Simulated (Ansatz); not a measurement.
# BaFe2Se2O: the cost of one run

Program: Ansatz 0.2.0. Level of theory: DFT PBE+U, scalar-relativistic, plane waves, PAW. These are calculated values, not measurements.

### 1 Starting point

It takes space group Pmn2_1 (No. 31, orthorhombic). The conventional cell has a = 10.120 Å, b = 6.861 Å, c = 4.240 Å, α = 90.00°, β = 90.00°, γ = 90.00°. Ba (site symmetry m) has 2 O at 2.65 to 2.67 Å as nearest neighbours. Around Fe (site symmetry 1) lie 1 O at 1.93 Å and 3 Se at 2.56 to 2.62 Å. O (site symmetry m) has 2 Fe at 1.93 Å and 2 Ba at 2.65 to 2.67 Å as nearest neighbours. Around Se (site symmetry 1) lie 3 Fe at 2.56 to 2.62 Å.

Coordinates:

```cif
data_structure
_symmetry_space_group_name_H-M 'Pmn2_1'
_symmetry_Int_Tables_number 31
_cell_length_a 10.1201
_cell_length_b 6.8608
_cell_length_c 4.2396
_cell_angle_alpha 90.000
_cell_angle_beta 90.000
_cell_angle_gamma 90.000
_cell_volume 294.37
loop_
_atom_site_label
_atom_site_type_symbol
_atom_site_symmetry_multiplicity
_atom_site_Wyckoff_symbol
_atom_site_fract_x
_atom_site_fract_y
_atom_site_fract_z
_atom_site_occupancy
Ba1 Ba 2 a 0.50000 0.49157 0.00057 1
Fe1 Fe 4 b 0.33683 0.87185 0.49778 1
O1 O 2 a 0.50000 0.72548 0.50267 1
Se1 Se 4 b 0.20637 0.76080 0.00060 1
```

### 2 Coarse mesh, to find the state of the open shells

input.yaml

```yaml
crystal:
  lattice:
    - [4.2396485253, 0.0, 0.0]
    - [0.0, 10.1201153483, 0.0]
    - [0.0, 0.0, 6.8607554379]
  atoms:
    - { symbol: Ba, position: [-0.0005668983, 0.5, 0.5084273371] }
    - { symbol: Ba, position: [0.4994331017, 0.0, 0.4915726629] }
    - { symbol: Fe, position: [0.5022226979, 0.3368344994, 0.1281489697], spin: 4.0 }
    - { symbol: Fe, position: [0.0022226979, 0.1631655006, 0.8718510303], spin: -4.0 }
    - { symbol: Fe, position: [0.5022226979, 0.6631655006, 0.1281489697], spin: 4.0 }
    - { symbol: Fe, position: [0.0022226979, 0.8368344994, 0.8718510303], spin: -4.0 }
    - { symbol: O, position: [0.4973306506, 0.5, 0.2745163719] }
    - { symbol: O, position: [-0.0026693494, 0.0, 0.7254836281] }
    - { symbol: Se, position: [-0.0006045742, 0.2063714086, 0.2392020963] }
    - { symbol: Se, position: [0.4993954258, 0.2936285914, 0.7607979037] }
    - { symbol: Se, position: [-0.0006045742, 0.7936285914, 0.2392020963] }
    - { symbol: Se, position: [0.4993954258, 0.7063714086, 0.7607979037] }
basis:
  ecutwfc: 420
  ecutrho_ratio: 4
kpoints:
  mp_grid: { grid: [3, 2, 2] }
hamiltonian:
  xc: pbe
  hubbard: { sites: [{ species: Fe, l: d, u_eff: 4.0 }] }
  pseudopotentials: { kind: paw, frozen_core: stored }
scf:
  occupations: { method: gaussian, width: 0.05 }
output:
  forces: true
  stress: true
  eigenvalues: true
  populations: true
  hubbard: { sites: [{ species: Fe, l: d }] }
magnetization:
  spin_polarized: true
```

Launch:

```console
$ ansatz run input.yaml --threads 4 --pin off --max-ram 10240MiB --backend cpu --events-out ev --progress --plain --runs-dir out
```

Q: Estimate wall time and peak memory on 4 threads of Intel Xeon Platinum 8175M at 2.50GHz (Skylake/Cascade Lake), shared host.

About 78 s, with a peak of 1.8 GiB.
